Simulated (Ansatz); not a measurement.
# CH₇BSSi₂: one species, many methods

An exercise on one series of results from a longer session: the logs are not shown, and one member is left open.

Program: Ansatz 0.2.0, Gaussian basis. Level of theory: functionals in def2-TZVPP, the program's frozen cores in correlated methods. These are calculated values, not measurements.

Plan: PBE-D4, r2SCAN-D4, PBE0-D4, B3LYP-D4, ωB97X-V, ωB97M-V, B2PLYP; CCSD(T)/def2-TZVPP; MP2/def2-QZVPP; extrapolation to the limit.

## The geometry

All runs share one geometry, relaxed beforehand with PBE0-D4 in a triple-zeta def2 set.

12 atoms, charge 0, spin multiplicity 1.

Atoms are counted from 1 here; the program's logs count them from 0.

Bond lengths: Si1–Si2 2.340 Å, Si1–H6 1.489 Å, Si1–H7 1.489 Å, Si1–H8 1.488 Å, Si2–B3 2.016 Å, Si2–H9 1.493 Å, Si2–H10 1.492 Å, B3–C4 1.510 Å, B3–H11 1.198 Å, C4–S5 1.627 Å, C4–H12 1.086 Å. Angles: Si2–Si1–H6 109.9°, Si2–Si1–H7 111.9°, Si2–Si1–H8 109.9°, H6–Si1–H7 108.2°, H6–Si1–H8 108.3°, H7–Si1–H8 108.5°, Si1–Si2–B3 108.3°, Si1–Si2–H9 108.4°, Si1–Si2–H10 109.2°, B3–Si2–H9 111.9°, B3–Si2–H10 111.2°, H9–Si2–H10 107.7°, Si2–B3–C4 119.9°, Si2–B3–H11 120.0°, C4–B3–H11 119.5°, B3–C4–S5 88.1°, B3–C4–H12 144.8°, S5–C4–H12 127.1°.

Set-up of the first run:

in.yaml reads:

```yaml
crystal:
  periodic: [false, false, false]
  atoms:
    - {symbol: Si, position_ang: [-2.066700, 0.191938, 0.474678]}
    - {symbol: Si, position_ang: [-0.145474, -1.064903, 0.022927]}
    - {symbol: B, position_ang: [1.463296, 0.120848, 0.289916]}
    - {symbol: C, position_ang: [2.289888, 0.546851, -0.899435]}
    - {symbol: S, position_ang: [1.375889, 1.890415, -0.985294]}
    - {symbol: H, position_ang: [-2.157492, 1.337170, -0.471891]}
    - {symbol: H, position_ang: [-3.306806, -0.621742, 0.340911]}
    - {symbol: H, position_ang: [-2.003628, 0.733919, 1.859354]}
    - {symbol: H, position_ang: [-0.235356, -1.576286, -1.376918]}
    - {symbol: H, position_ang: [-0.103098, -2.244365, 0.936312]}
    - {symbol: H, position_ang: [1.854717, 0.360337, 1.396256]}
    - {symbol: H, position_ang: [3.111665, 0.270618, -1.552714]}
basis:
  gaussian: {orbitals: def2-TZVPP}
hamiltonian: {xc: pbe, dispersion: d4}
output: {forces: true, orbitals: {seedname: orbitals}}
```

Launch:

```
$ ansatz run in.yaml --threads 4 --pin off --events-out ev --progress --plain --max-ram 10444MiB
```

Among the steps run: PBE-D4 (GGA); r2SCAN-D4 (meta-GGA); PBE0-D4 (hybrid); B3LYP-D4 (hybrid); ωB97X-V (range-separated); ωB97M-V (range-separated); B2PLYP (double hybrid); CCSD(T) in def2-TZVPP; MP2 in def2-QZVPP.

One of the session's tables, all rows but one given; the rest of the session is left out.

It belongs to the step «Atomisation energies». 

```
            method  atomisation energy (kJ/mol)
            PBE-D4                       3926.1
         r2SCAN-D4                       3905.0
           PBE0-D4                       3877.6
          B3LYP-D4                            ?
           ωB97X-V                       3891.7
           ωB97M-V                       3879.2
            B2PLYP                       3815.2
     HF/def2-TZVPP                       2857.8
    MP2/def2-TZVPP                       3779.9
   CCSD/def2-TZVPP                       3695.6
CCSD(T)/def2-TZVPP                       3760.2
           MP2/CBS                       3879.5
       CCSD(T)/CBS                       3859.8
```

Q: Estimate the row for B3LYP-D4 from the others.

**Answer.** atomisation energy (kJ/mol): 3874.3. In the column «atomisation energy (kJ/mol)» it lies between CCSD(T)/CBS (3859.8) and PBE0-D4 (3877.6).
